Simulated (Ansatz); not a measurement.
# Ti2InC: properties at the relaxed cell

This session takes Ti2InC and sets out to measure the bulk modulus from energies at several volumes.

Program: Ansatz 0.2.0. Level of theory: DFT r2SCAN, scalar-relativistic, plane waves, PAW. These are calculated values, not measurements.

1 further run of the same task is left out (set aside as unsound or not needed).

### 1 The system as given

The structure is hexagonal, space group P6_3/mmc (No. 194). Conventional cell: a = 3.132 Å, b = 3.132 Å, c = 14.137 Å, α = 90.00°, β = 90.00°, γ = 120.00°. Ti (site symmetry 3m) has 3 C at 2.12 Å as nearest neighbours. Around In (site symmetry -6m2) lie 6 Ti at 3.02 Å and 6 In at 3.13 Å. C (site symmetry -3m) has 6 Ti at 2.12 Å as nearest neighbours.

Coordinates:

```
Ti In C
1.0
     3.13167    0.00000    0.00000
    -1.56583    2.71211    0.00000
     0.00000    0.00000   14.13672
Ti In C
4 2 2
Direct
  0.66667 0.33333 0.57855
  0.66667 0.33333 0.92145
  0.33333 0.66667 0.07855
  0.33333 0.66667 0.42145
  0.66667 0.33333 0.25000
  0.33333 0.66667 0.75000
  0.00000 0.00000 0.50000
  0.00000 0.00000 0.00000
```

It goes back to an entry of the Materials Project, which need not be the stable form.

It is the result of an earlier relaxation at this level (volume 15.01 Å³/atom; gap on the mesh: none (metal)).

### 2 Point at V/V0 = 0.97

File input.yaml:

```yaml
crystal:
  lattice:
    - [3.1000341366, 0.0, 0.0]
    - [-1.5500170683, 2.6847083149, 0.0]
    - [0.0, 0.0, 13.9939148824]
  atoms:
    - { symbol: Ti, position: [0.6666666667, 0.3333333333, 0.5785450796] }
    - { symbol: Ti, position: [0.6666666667, 0.3333333333, 0.9214549204] }
    - { symbol: Ti, position: [0.3333333333, 0.6666666667, 0.0785450796] }
    - { symbol: Ti, position: [0.3333333333, 0.6666666667, 0.4214549204] }
    - { symbol: In, position: [0.6666666667, 0.3333333333, 0.25] }
    - { symbol: In, position: [0.3333333333, 0.6666666667, 0.75] }
    - { symbol: C, position: [0.0, 0.0, 0.5] }
    - { symbol: C, position: [0.0, 0.0, 0.0] }
basis:
  ecutwfc: 500
kpoints:
  mp_grid: { grid: [15, 15, 4] }
hamiltonian:
  xc: r2scan
scf:
  occupations: { method: gaussian, width: 0.1 }
output:
  forces: true
  stress: true
  eigenvalues: true
relax:
  adjacent_minimum: "off"
  f_tol: 0.01
  max_steps: 30
  cell: { stress_tol: 0.1, fix: [volume] }
```

Command:

```
$ ansatz run input.yaml --threads 4 --pin off --max-ram 10240MiB --backend cpu --events-out ev --progress --plain --runs-dir out
```

### 3 Point at V/V0 = 1.03

Changes to input.yaml since step 2:

```diff
@@ -2,5 +2,5 @@
   lattice:
-    - [3.1000341366, 0.0, 0.0]
-    - [-1.5500170683, 2.6847083149, 0.0]
-    - [0.0, 0.0, 13.9939148824]
+    - [3.1626779665, 0.0, 0.0]
+    - [-1.5813389832, 2.738959463, 0.0]
+    - [0.0, 0.0, 14.2766964215]
   atoms:
```

### 4 The cell scaled to 0.94 of its volume

File input.yaml:

```yaml
crystal:
  lattice:
    - [3.0696789379, 0.0, 0.0]
    - [-1.5348394689, 2.6584199417, 0.0]
    - [0.0, 0.0, 13.8306436238]
  atoms:
    - { symbol: Ti, position: [0.6666666667, 0.3333333333, 0.5793908266] }
    - { symbol: Ti, position: [0.6666666667, 0.3333333333, 0.9206091734] }
    - { symbol: Ti, position: [0.3333333333, 0.6666666667, 0.0793908266] }
    - { symbol: Ti, position: [0.3333333333, 0.6666666667, 0.4206091734] }
    - { symbol: In, position: [0.6666666667, 0.3333333333, 0.25] }
    - { symbol: In, position: [0.3333333333, 0.6666666667, 0.75] }
    - { symbol: C, position: [0.0, 0.0, 0.5] }
    - { symbol: C, position: [0.0, 0.0, 0.0] }
basis:
  ecutwfc: 500
kpoints:
  mp_grid: { grid: [15, 15, 4] }
hamiltonian:
  xc: r2scan
scf:
  occupations: { method: gaussian, width: 0.1 }
output:
  forces: true
  stress: true
  eigenvalues: true
relax:
  adjacent_minimum: "off"
  f_tol: 0.01
  max_steps: 30
  cell: { stress_tol: 0.1, fix: [volume] }
```

### 5 The cell scaled to 1.06 of its volume

File input.yaml:

```yaml
crystal:
  lattice:
    - [3.1905665572, 0.0, 0.0]
    - [-1.5952832786, 2.763111691, 0.0]
    - [0.0, 0.0, 14.4367918196]
  atoms:
    - { symbol: Ti, position: [0.6666666667, 0.3333333333, 0.5776645355] }
    - { symbol: Ti, position: [0.6666666667, 0.3333333333, 0.9223354645] }
    - { symbol: Ti, position: [0.3333333333, 0.6666666667, 0.0776645355] }
    - { symbol: Ti, position: [0.3333333333, 0.6666666667, 0.4223354645] }
    - { symbol: In, position: [0.6666666667, 0.3333333333, 0.25] }
    - { symbol: In, position: [0.3333333333, 0.6666666667, 0.75] }
    - { symbol: C, position: [0.0, 0.0, 0.5] }
    - { symbol: C, position: [0.0, 0.0, 0.0] }
basis:
  ecutwfc: 500
kpoints:
  mp_grid: { grid: [15, 15, 4] }
hamiltonian:
  xc: r2scan
scf:
  occupations: { method: gaussian, width: 0.1 }
output:
  forces: true
  stress: true
  eigenvalues: true
relax:
  adjacent_minimum: "off"
  f_tol: 0.01
  max_steps: 30
  cell: { stress_tol: 0.1, fix: [volume] }
```

### 6 Point at V/V0 = 0.91

File input.yaml:

```yaml
crystal:
  lattice:
    - [3.0382633878, 0.0, 0.0]
    - [-1.5191316939, 2.6312132773, 0.0]
    - [0.0, 0.0, 13.6675602763]
  atoms:
    - { symbol: Ti, position: [0.6666666667, 0.3333333333, 0.5802239258] }
    - { symbol: Ti, position: [0.6666666667, 0.3333333333, 0.9197760742] }
    - { symbol: Ti, position: [0.3333333333, 0.6666666667, 0.0802239258] }
    - { symbol: Ti, position: [0.3333333333, 0.6666666667, 0.4197760742] }
    - { symbol: In, position: [0.6666666667, 0.3333333333, 0.25] }
    - { symbol: In, position: [0.3333333333, 0.6666666667, 0.75] }
    - { symbol: C, position: [0.0, 0.0, 0.5] }
    - { symbol: C, position: [0.0, 0.0, 0.0] }
basis:
  ecutwfc: 500
kpoints:
  mp_grid: { grid: [15, 15, 4] }
hamiltonian:
  xc: r2scan
scf:
  occupations: { method: gaussian, width: 0.1 }
output:
  forces: true
  stress: true
  eigenvalues: true
relax:
  adjacent_minimum: "off"
  f_tol: 0.01
  max_steps: 30
  cell: { stress_tol: 0.1, fix: [volume] }
```

### 7 The cell scaled to 1.10 of its volume

File input.yaml:

```yaml
crystal:
  lattice:
    - [3.2268743702, 0.0, 0.0]
    - [-1.6134371851, 2.7945551794, 0.0]
    - [0.0, 0.0, 14.6463367747]
  atoms:
    - { symbol: Ti, position: [0.6666666667, 0.3333333333, 0.5767277766] }
    - { symbol: Ti, position: [0.6666666667, 0.3333333333, 0.9232722234] }
    - { symbol: Ti, position: [0.3333333333, 0.6666666667, 0.0767277766] }
    - { symbol: Ti, position: [0.3333333333, 0.6666666667, 0.4232722234] }
    - { symbol: In, position: [0.6666666667, 0.3333333333, 0.25] }
    - { symbol: In, position: [0.3333333333, 0.6666666667, 0.75] }
    - { symbol: C, position: [0.0, 0.0, 0.5] }
    - { symbol: C, position: [0.0, 0.0, 0.0] }
basis:
  ecutwfc: 500
kpoints:
  mp_grid: { grid: [15, 15, 4] }
hamiltonian:
  xc: r2scan
scf:
  occupations: { method: gaussian, width: 0.1 }
output:
  forces: true
  stress: true
  eigenvalues: true
relax:
  adjacent_minimum: "off"
  f_tol: 0.01
  max_steps: 30
  cell: { stress_tol: 0.1, fix: [volume] }
```

### 8 Point at V/V0 = 0.88

File input.yaml:

```yaml
crystal:
  lattice:
    - [3.0066034759, 0.0, 0.0]
    - [-1.5033017379, 2.6037949892, 0.0]
    - [0.0, 0.0, 13.4967998571]
  atoms:
    - { symbol: Ti, position: [0.6666666667, 0.3333333333, 0.5810549552] }
    - { symbol: Ti, position: [0.6666666667, 0.3333333333, 0.9189450448] }
    - { symbol: Ti, position: [0.3333333333, 0.6666666667, 0.0810549552] }
    - { symbol: Ti, position: [0.3333333333, 0.6666666667, 0.4189450448] }
    - { symbol: In, position: [0.6666666667, 0.3333333333, 0.25] }
    - { symbol: In, position: [0.3333333333, 0.6666666667, 0.75] }
    - { symbol: C, position: [0.0, 0.0, 0.5] }
    - { symbol: C, position: [0.0, 0.0, 0.0] }
basis:
  ecutwfc: 500
kpoints:
  mp_grid: { grid: [15, 15, 4] }
hamiltonian:
  xc: r2scan
scf:
  occupations: { method: gaussian, width: 0.1 }
output:
  forces: true
  stress: true
  eigenvalues: true
  write_density: true
  write_potential: true
  elf: true
  volumetric_format: npy
relax:
  adjacent_minimum: "off"
  f_tol: 0.01
  max_steps: 30
  cell: { stress_tol: 0.1, fix: [volume] }
```

(Steps that only read results are left out.)

Before running it: what results should come out? Wanted: equilibrium volume of the fit; bulk modulus.

The runs gave:

```
                     quantity          value
equilibrium volume of the fit  15.01 Å³/atom
                 bulk modulus        137 GPa
      its pressure derivative            4.6
```

**Reading.** The fit puts the minimum at 15.01 Å³/atom with B = 137 GPa and B' = 4.6.
